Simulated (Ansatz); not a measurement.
# SiC: the cost of one run

Computed with Ansatz 0.2.0 (DFT LDA, all-electron LAPW, scalar-relativistic unless said, unless a step's input says otherwise).

## 1. The system as given

The structure is hexagonal, space group P6_3mc (No. 186). Conventional cell: a = 3.056 Å, b = 3.056 Å, c = 5.016 Å, α = 90.00°, β = 90.00°, γ = 120.00°. Si (site symmetry 3m) has 4 C at 1.87 to 1.89 Å as nearest neighbours. C (site symmetry 3m) has 4 Si at 1.87 to 1.89 Å as nearest neighbours.

As a file:

```cif
data_structure
_symmetry_space_group_name_H-M 'P 1'
_symmetry_Int_Tables_number 1
_cell_length_a 3.0564
_cell_length_b 3.0564
_cell_length_c 5.0159
_cell_angle_alpha 90.000
_cell_angle_beta 90.000
_cell_angle_gamma 120.000
_cell_volume 40.58
loop_
_atom_site_label
_atom_site_type_symbol
_atom_site_fract_x
_atom_site_fract_y
_atom_site_fract_z
_atom_site_occupancy
Si1 Si 0.33333 0.66667 0.00460 1
Si2 Si 0.66667 0.33333 0.50460 1
C1 C 0.33333 0.66667 0.38040 1
C2 C 0.66667 0.33333 0.88040 1
```

Cartesian axes are those of the input's lattice vectors. The structure goes back to a database entry.

## 2. Reference run, fine mesh, LAPW

Contents of input.yaml:

```yaml
crystal:
  lattice:
    - [3.05636185822, 0.0, 0.0]
    - [-1.52818092911, 2.64688701238, 0.0]
    - [0.0, 0.0, 5.01591351357]
  atoms:
    - { symbol: Si, position: [0.333333333333, 0.666666666667, 0.004595627456] }
    - { symbol: Si, position: [0.666666666667, 0.333333333333, 0.504595627456] }
    - { symbol: C, position: [0.333333333333, 0.666666666667, 0.380404372544] }
    - { symbol: C, position: [0.666666666667, 0.333333333333, 0.880404372544] }
kpoints:
  mp_grid: { grid: [8, 8, 4] }
scf:
  occupations: { method: fixed }
hamiltonian:
  xc: lda
  pseudopotentials: { kind: all_electron, lapw: { basis_error: 0.001 } }
output:
  forces: true
  stress: true
  eigenvalues: true
  eigenstates:
    nscf_kmesh: { grid: [12, 12, 6] }
    de_dk: true
    e_range: [-9, 12.13094562855]
checkpoint:
  write: ck
  write_wavefunctions: false
```

On the command line:

```console
$ ansatz run input.yaml --threads 1 --pin off --max-ram 3072MiB --backend cpu --events-out ev --progress --plain --runs-dir out
```

Q: Estimate wall time and peak memory on 1 thread of Intel Xeon Platinum 8259CL at 2.50GHz (Skylake/Cascade Lake), shared host.

About 31 s, with a peak of 0.35 GiB.
